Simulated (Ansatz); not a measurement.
**GeH3S radical: up Jacob's ladder to CCSD(T)**

One table from this session's results is given with a row withheld; the runs are named, their logs left out.

Method: functionals in def2-TZVPP, the program's frozen cores in correlated methods; program: Ansatz 0.2.0, Gaussian basis.

The runs, in order: LDA (SPW92), PBE-D4, revPBE-D4, BLYP-D4, r2SCAN-D4, B97M-V, PBE0-D4, B3LYP-D4, r2SCANh-D4, r2SCAN0-D4, HSE06-D4, BHLYP-D4, CAM-B3LYP-D4, LC-ωPBE, ωB97X-V, ωB97M-V, B2PLYP, PBE-QIDH; CCSD(T)/def2-SVP; CCSD(T)/def2-TZVPP; CCSD(T)/def2-QZVPP; extrapolation to the limit; RPA on PBE.

## The relaxed structure

All runs share one geometry, relaxed beforehand with PBE0-D4 in a triple-zeta def2 set.

SMILES `[S][GeH3]`, 5 atoms, charge 0, spin multiplicity 2.

Atoms are counted from 1 here; the program's logs count them from 0.

Bond lengths: S1–Ge2 2.210 Å, Ge2–H3 1.536 Å, Ge2–H4 1.538 Å, Ge2–H5 1.536 Å. Angles: S1–Ge2–H3 110.7°, S1–Ge2–H4 104.4°, S1–Ge2–H5 110.7°, H3–Ge2–H4 110.3°, H3–Ge2–H5 110.4°, H4–Ge2–H5 110.3°.

The first run:

in.yaml reads:

```yaml
crystal:
  periodic: [false, false, false]
  atoms:
    - {symbol: S, position_ang: [1.402005, -0.324443, 1.480529]}
    - {symbol: Ge, position_ang: [-0.107814, 0.003266, -0.099657]}
    - {symbol: H, position_ang: [-1.018532, 1.187498, 0.257322]}
    - {symbol: H, position_ang: [0.717750, 0.325854, -1.356389]}
    - {symbol: H, position_ang: [-0.943609, -1.265875, -0.323206]}
basis:
  gaussian: {orbitals: def2-TZVPP}
magnetization: {spin_polarized: true, initial_magnetization: 1}
hamiltonian: {xc: lda}
output: {orbitals: {seedname: orbitals}}
```

Launch:

```bash
> ansatz run in.yaml --threads 2 --pin off --events-out ev --progress --plain --max-ram 32768MiB --backend cpu
```

Steps of the session up to this table: LDA; PBE-D4 (GGA); revPBE-D4 (GGA); BLYP-D4 (GGA); r2SCAN-D4 (meta-GGA); B97M-V (meta-GGA); PBE0-D4 (hybrid); B3LYP-D4 (hybrid); r2SCANh-D4 (hybrid); r2SCAN0-D4 (hybrid); HSE06-D4 (hybrid); BHLYP-D4 (hybrid); CAM-B3LYP-D4 (range-separated); LC-ωPBE (range-separated); ωB97X-V (range-separated); ωB97M-V (range-separated); B2PLYP (double hybrid); PBE-QIDH (double hybrid).

One table of the session follows, with a row left open; its other results are not shown here.

It belongs to the step «Orbital energies across the functionals». 

| functional | HOMO (eV) | LUMO (eV) | gap (eV) |
| --- | --- | --- | --- |
| LDA (SPW92) | -5.97 | -5.97 | 0.00 |
| PBE-D4 | -5.93 | -5.55 | 0.38 |
| revPBE-D4 | -5.90 | -5.45 | 0.45 |
| BLYP-D4 | -5.78 | -5.51 | 0.27 |
| r2SCAN-D4 | -6.22 | -5.17 | 1.06 |
| B97M-V | -6.30 | -5.39 | 0.91 |
| PBE0-D4 | -7.19 | -4.40 | 2.79 |
| B3LYP-D4 | -6.95 | -4.78 | 2.17 |
| r2SCANh-D4 | -6.69 | -4.75 | 1.94 |
| r2SCAN0-D4 | -7.38 | -4.12 | 3.26 |
| HSE06-D4 | -6.79 | -4.79 | 2.00 |
| BHLYP-D4 | -8.31 | -3.25 | 5.06 |
| CAM-B3LYP-D4 | -8.53 | -3.26 | 5.27 |
| LC-ωPBE | -9.97 | -1.79 | 8.18 |
| ωB97X-V | ? | ? | ? |
| ωB97M-V | -9.38 | -2.40 | 6.98 |

**Question.** Estimate the row for ωB97X-V.

As computed: HOMO (eV): -9.59; LUMO (eV): -2.29; gap (eV): 7.30. In the column «HOMO (eV)» it lies between LC-ωPBE (-9.97) and ωB97M-V (-9.38).

Caveats from the session: A negative gap means that an empty level lies below a filled one: whole occupations of an open shell aren't an aufbau state there.
